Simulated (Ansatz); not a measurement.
# F₂H₂OSi: vertical ionisation energy

An exercise on one series of results from a longer session: the logs are not shown, and one member is left open.

The runs use Ansatz 0.2.0, Gaussian basis; unrestricted cation, the program's frozen cores in correlated methods.

The runs, in order: UKS PBE-D4/def2-TZVPP; UKS r2SCAN-D4/def2-TZVPP; UKS PBE0-D4/def2-TZVPP; UKS B3LYP-D4/def2-TZVPP; UKS wB97X-V/def2-TZVPP; UKS wB97M-V/def2-TZVPP; UKS B2PLYP/def2-TZVPP; UHF-CCSD(T)/def2-TZVPP; UHF-MP2/def2-QZVPP; extrapolation to the limit; then −ε(HOMO) from the neutral's earlier runs with LDA (SPW92), PBE-D4, revPBE-D4, BLYP-D4, r2SCAN-D4, B97M-V, PBE0-D4, B3LYP-D4, r2SCANh-D4, r2SCAN0-D4, HSE06-D4, BHLYP-D4, CAM-B3LYP-D4, LC-ωPBE, ωB97X-V, ωB97M-V.

### Structure used throughout

The geometry comes from an earlier relaxation with PBE0-D4 in a triple-zeta def2 set; it is a stationary point.

6 atoms, charge 0, spin multiplicity 1.

Atoms are counted from 1 here; the program's logs count them from 0.

Bond lengths: O1–Si2 1.614 Å, O1–H5 0.958 Å, Si2–F3 1.584 Å, Si2–F4 1.584 Å, Si2–H6 1.463 Å. Angles: Si2–O1–H5 120.9°, O1–Si2–F3 111.2°, O1–Si2–F4 111.2°, O1–Si2–H6 108.6°, F3–Si2–F4 105.5°, F3–Si2–H6 110.2°, F4–Si2–H6 110.2°.

Set-up of the first run:

Input file in.yaml:

```yaml
crystal:
  periodic: [false, false, false]
  atoms:
    - {symbol: O, position_ang: [0.027748, 1.137870, -0.556408]}
    - {symbol: Si, position_ang: [0.121375, -0.236167, 0.285183]}
    - {symbol: F, position_ang: [0.731792, -1.405122, -0.592383]}
    - {symbol: F, position_ang: [-1.315535, -0.739716, 0.722082]}
    - {symbol: H, position_ang: [-0.477408, 1.182953, -1.369485]}
    - {symbol: H, position_ang: [0.954128, -0.003817, 1.464911]}
basis:
  gaussian: {orbitals: def2-TZVPP}
total_charge: 1
magnetization: {spin_polarized: true, initial_magnetization: 1}
hamiltonian: {xc: pbe, dispersion: d4}
```

Steps of the session up to this table: Cation, UKS PBE-D4/def2-TZVPP; Cation, UKS r2SCAN-D4/def2-TZVPP; Cation, UKS PBE0-D4/def2-TZVPP; Cation, UKS B3LYP-D4/def2-TZVPP; Cation, UKS wB97X-V/def2-TZVPP; Cation, UKS wB97M-V/def2-TZVPP; Cation, UKS B2PLYP (frozen core)/def2-TZVPP; Cation, UHF-CCSD(T)/def2-TZVPP; Cation, UHF-MP2/def2-QZVPP.

One of the session's tables, all rows but one given; the rest of the session is left out.

It belongs to the step «Ionisation energies side by side». Orbital estimates, from the neutral's runs:

```
  functional  −ε(HOMO) (eV)
 LDA (SPW92)              ?
      PBE-D4           8.51
   revPBE-D4           8.43
     BLYP-D4           8.42
   r2SCAN-D4           8.95
      B97M-V           9.04
     PBE0-D4          10.36
    B3LYP-D4          10.06
  r2SCANh-D4           9.63
  r2SCAN0-D4          10.67
    HSE06-D4           9.94
    BHLYP-D4          12.14
CAM-B3LYP-D4          11.91
     LC-ωPBE          13.30
     ωB97X-V          12.93
     ωB97M-V          12.87
```

Estimate the missing values for LDA (SPW92).

**Answer.** −ε(HOMO) (eV): 8.74. In the column «−ε(HOMO) (eV)» it lies between PBE-D4 (8.51) and r2SCAN-D4 (8.95).
